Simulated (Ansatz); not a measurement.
Working through harmonic frequencies at the relaxed geometry of F2H4O2Si2, SMILES O[SiH2]O[SiH](F)F

With the Ansatz DFT code, driven from Python.

The script reads `f2h4o2si2.xyz`:
```text
10

O    -1.25360    2.01900    1.08460
Si   -0.26620    1.25300   -0.02500
O    -0.17060   -0.30360    0.38640
Si    0.65880   -1.63750   -0.15320
F     0.08760   -2.04570   -1.60300
F     2.24330   -1.25450   -0.30150
H    -2.02860    1.56370    1.32790
H    -0.96030    1.34180   -1.34440
H     1.03800    1.89770   -0.07970
H     0.47680   -2.77330    0.77120
```

The cells in order, each with its output:

**Cell 1**
```python
import itertools

import ansatz as az
from ase.data import atomic_numbers, covalent_radii
import numpy as np
```

**Cell 2**
```python
mol = az.Crystal.molecule_from_extxyz('f2h4o2si2.xyz')
```

**Cell 3**
```python
setup = (
    mol.calculation()
    .basis(gaussian='def2-SVP')
    .functional('PBE')
    .accuracy('medium')
)
symbols = [site.symbol for site in mol.cartesian_sites]
start = np.array([site.position_ang for site in mol.cartesian_sites], dtype=float)
data = setup.relax(force_tolerance=0.003).run(threads=1).report
end = np.array(data['positions_ang'])

radius = [covalent_radii[atomic_numbers[s]] for s in symbols]
span = lambda where, i, j: np.linalg.norm(where[i] - where[j])
bonded = [(i, j) for i, j in itertools.combinations(range(len(symbols)), 2) if min(span(start, i, j), span(end, i, j)) < 1.2 * (radius[i] + radius[j])]
print('pair        before    after (A)')
for i, j in bonded:
    print(f'{symbols[i]}{i}-{symbols[j]}{j}'.ljust(10), f'{span(start, i, j):8.4f} {span(end, i, j):8.4f}')
```
Output:
```text
pair        before    after (A)
O0-Si1       1.6712   1.6684
O0-H6        0.9312   0.9729
Si1-O2       1.6129   1.6879
Si1-H7       1.4935   1.4992
Si1-H8       1.4559   1.4931
O2-Si3       1.6608   1.6427
Si3-F4       1.6108   1.6229
Si3-F5       1.6369   1.6243
Si3-H9       1.4757   1.4809
```

**Cell 4**
```python
minimum = az.Crystal.molecule()
for symbol, place in zip(symbols, end):
    minimum = minimum.atom(symbol, place.tolist())
vibrating = (
    minimum.calculation()
    .basis(gaussian='def2-SVP')
    .functional('PBE')
    .accuracy('medium')
    .phonons(temperatures=(298.15, 498.15, 100))
)
vib = vibrating.run(threads=1).report['vibrations']
sums = vib['harmonic_sums']
modes = [m['omega_inv_cm'] for m in sums['modes_at_gamma'] if m['rigid_motion'] == 'no']
print('frequencies (1/cm):', ' '.join(f'{w:.0f}' for w in modes))
print('imaginary modes:', sum(w < 0 for w in modes), ' zero-point energy:', round(sums['zero_point_energy_ev'], 4), 'eV')
print('T (K)   F_vib (eV)   S_vib (meV/K)   C_vib (meV/K)')
for row in zip(sums['temperatures_k'], sums['vibrational_free_energy_ev'], vib['entropy_ev_per_k'], vib['heat_capacity_ev_per_k']):
    print(f'{row[0]:6.1f} {row[1]:11.4f} {1000 * row[2]:13.4f} {1000 * row[3]:15.4f}')
```
Output:
```text
frequencies (1/cm): 19 34 74 214 269 287 356 402 585 627 745 797 809 818 874 881 928 948 955 1072 2190 2227 2291 3768
imaginary modes: 0  zero-point energy: 1.3743 eV
T (K)   F_vib (eV)   S_vib (meV/K)   C_vib (meV/K)
 298.1      1.1898        1.1277          0.9377
 398.1      1.0617        1.4317          1.1638
 498.1      0.9043        1.7111          1.3280
```

**Cell 5**
```python
heavier = vibrating.phonons(masses={'H': 2.014102}).run(threads=1).report['vibrations']['harmonic_sums']
print('deuterated (1/cm):', ' '.join(f'{m["omega_inv_cm"]:.0f}' for m in heavier['modes_at_gamma'] if m['rigid_motion'] == 'no'))
print('zero-point energy falls by', round(sums['zero_point_energy_ev'] - heavier['zero_point_energy_ev'], 4), 'eV')
```
Output:
```text
deuterated (1/cm): 18 33 68 179 233 283 342 391 475 515 555 597 627 649 668 703 855 895 944 1066 1570 1608 1650 2743
zero-point energy falls by 0.2789 eV
```

Notes:
- These settings explore the input space; basis and method may be short of convergence.
- The frequencies are harmonic and unscaled, in a modest basis.
- Hardware and time: 7.9 min on 1 thread of Intel(R) Xeon(R) Platinum 8259CL CPU @ 2.50GHz (Skylake/Cascade Lake), on a shared host, peak memory 0.28 GiB.
